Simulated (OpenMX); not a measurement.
# HfB (Fm-3m) in OpenMX: notebook, part 2 of 2

OpenMX 3.8.5. Earlier steps stand in the parts before.

### 3 Electrostatic potential, LDA+U, non-collinear spin, ferromagnetic start

The input, HfB.dat:

```
System.CurrrentDirectory             ./
System.Name                          HfB
DATA.PATH                            ./DFT_DATA13
level.of.stdout                      1
level.of.fileout                     1
Species.Number                       2
<Definition.of.Atomic.Species
  Hf  Hf7.0-s3p2d2           Hf_CA13
  B   B7.0-s2p2              B_CA13
Definition.of.Atomic.Species>

<Hubbard.U.values
  Hf  1s 0.0 2s 0.0 3s 0.0 1p 0.0 2p 0.0 1d 2.0 2d 0.0
  B   1s 0.0 2s 0.0 1p 0.0 2p 0.0
Hubbard.U.values>

Atoms.Number                         2
Atoms.SpeciesAndCoordinates.Unit     AU
<Atoms.SpeciesAndCoordinates
    1  Hf    4.3652673479    4.3652673479    4.3652673479   6.250  5.750    90.00    0.00   90.00    0.00  0  ex
    2  B     0.0000000000    0.0000000000    0.0000000000   1.500  1.500     0.00    0.00    0.00    0.00  0  off
Atoms.SpeciesAndCoordinates>

Atoms.UnitVectors.Unit               AU
<Atoms.UnitVectors
     0.0000000000    4.3652673479    4.3652673479
     4.3652673479    0.0000000000    4.3652673479
     4.3652673479    4.3652673479    0.0000000000
Atoms.UnitVectors>

scf.XcType                           LSDA-CA
scf.SpinPolarization                 nc
scf.Hubbard.U                        on
scf.Hubbard.Occupation               dual
scf.ElectronicTemperature            580.226
scf.energycutoff                     400.0
scf.maxIter                          120
scf.EigenvalueSolver                 band
scf.Kgrid                            9 9 9
scf.Mixing.Type                      rmm-diis
scf.Init.Mixing.Weight               0.05
scf.Min.Mixing.Weight                0.001
scf.Max.Mixing.Weight                0.3
scf.Mixing.History                   8
scf.Mixing.StartPulay                20
scf.criterion                        1.0e-7
MD.Type                              nomd
```

Potentials or basis: OpenMX 2013 LDA set, Hf7.0-s3p2d2, B7.0-s2p2, grid cutoff 400 Ry.

The run is started by

```sh
openmx HfB.dat -nt 1 > HfB.std
```

HfB.out:

```text
Required cutoff energy (Ryd) for 3D-grids = 400.0000
      Used cutoff energy (Ryd) for 3D-grids = 397.7766, 397.7766, 397.7766
  Num. of grids of a-, b-, and c-axes = 32, 32, 32

  Num.Grid1.    32
  Num.Grid2.    32
  Num.Grid3.    32

  Cell_Volume =    166.365219160118 (Bohr^3)
  GridVol     =      0.005077063573 (Bohr^3)
  Cell vectors (bohr) of the grid cell (gtv)
    gtv_a =  0.000000000000,  0.136414604622,  0.136414604622
    gtv_b =  0.136414604622,  0.000000000000,  0.136414604622
    gtv_c =  0.136414604622,  0.136414604622,  0.000000000000
    |gtv_a| =  0.192919383962
    |gtv_b| =  0.192919383962
    |gtv_c| =  0.192919383962

***********************************************************

***********************************************************
                  SCF history at MD= 1
***********************************************************

   SCF=   1  NormRD=  1.000000000000  Uele= -15.760018986823
   SCF=   2  NormRD=  0.740266820305  Uele= -15.804159571397
[... 790 lines left out ...]
          1 pz           -0.00000   0.00004  -0.00000   0.00004   0.00000  -0.00004  -0.00000   0.00004
          0 d3z^2-r^2    -0.00000  -0.00000  -0.00000  -0.00000   0.00000   0.00000  -0.00000  -0.00000
          0 dx^2-y^2     -0.00000  -0.00000  -0.00000  -0.00000   0.00000   0.00000  -0.00000  -0.00000
          0 dxy          -0.00000  -0.00000  -0.00000  -0.00000   0.00000   0.00000  -0.00000  -0.00000
          0 dxz           0.00000   0.00000   0.00000   0.00000  -0.00000  -0.00000   0.00000   0.00000
          0 dyz           0.00000   0.00000   0.00000   0.00000  -0.00000  -0.00000   0.00000   0.00000
          1 d3z^2-r^2    -0.00000  -0.00000  -0.00000  -0.00000   0.00000   0.00000  -0.00000  -0.00000
          1 dx^2-y^2     -0.00000  -0.00000  -0.00000  -0.00000   0.00000   0.00000  -0.00000  -0.00000
          1 dxy          -0.00000  -0.00000  -0.00000  -0.00000   0.00000   0.00000  -0.00000  -0.00000
          1 dxz           0.00000   0.00000   0.00000   0.00000  -0.00000  -0.00000   0.00000   0.00000
          1 dyz           0.00000   0.00000   0.00000   0.00000  -0.00000  -0.00000   0.00000   0.00000

   2    B
    Sum of occupancy numbers =  2.844065400975

                         1                                       2
                        -0.03218                                -0.03218

                          Re(U)     Im(U)     Re(D)     Im(D)     Re(U)     Im(U)     Re(D)     Im(D)
[... 99 lines left out ...]
   2   B  0 s             0.68913   0.00000   0.68913   0.00002  -0.68913   0.00000   0.68913   0.00002
          1 s             0.15842   0.00000   0.15842   0.00000  -0.15842   0.00000   0.15842   0.00000
          0 px           -0.00000  -0.00000  -0.00000  -0.00000   0.00000  -0.00000  -0.00000  -0.00000
          0 py            0.00000  -0.00000   0.00000  -0.00000  -0.00000   0.00000   0.00000  -0.00000
          0 pz           -0.00000   0.00000  -0.00000   0.00000   0.00000  -0.00000  -0.00000   0.00000
          1 px           -0.00000   0.00000  -0.00000   0.00000   0.00000  -0.00000  -0.00000  -0.00000
          1 py           -0.00000  -0.00000   0.00000  -0.00000   0.00000   0.00000   0.00000  -0.00000
          1 pz            0.00000   0.00000  -0.00000   0.00000  -0.00000  -0.00000  -0.00000   0.00000

***********************************************************
       xyz-coordinates (Ang) and forces (Hartree/Bohr)
***********************************************************

<coordinates.forces
  2
    1    Hf     2.31000   2.31000   2.31000   0.000000000037  0.000000000001 -0.000000000000
    2     B     0.00000   0.00000   0.00000  -0.000000000066 -0.000000000001  0.000000000001
coordinates.forces>

***********************************************************
       Fractional coordinates of the final structure
***********************************************************

     1     Hf     0.50000000000000   0.50000000000000   0.50000000000000
     2      B     0.00000000000000   0.00000000000000   0.00000000000000
```

It took 7.7 min on 1 thread of Intel Xeon Platinum 8488C (Sapphire Rapids), shared host; peak memory 0.75 GiB.

Results:

| Property | Result |
| --- | --- |
| Free energy | -1542.4157 eV |
| Band gap on the k mesh | none (metal or under the smearing width) |
| Net moment | 0.00 μB per cell |

Caveat: U acts on the first radial function of the shell alone, so its value doesn't carry over to other programs; the basis of atomic orbitals isn't converged, which shifts pressures, moduli and gaps; the U is typed as a test and isn't derived for this compound. The state reached can hang on the start; a lower one may exist.
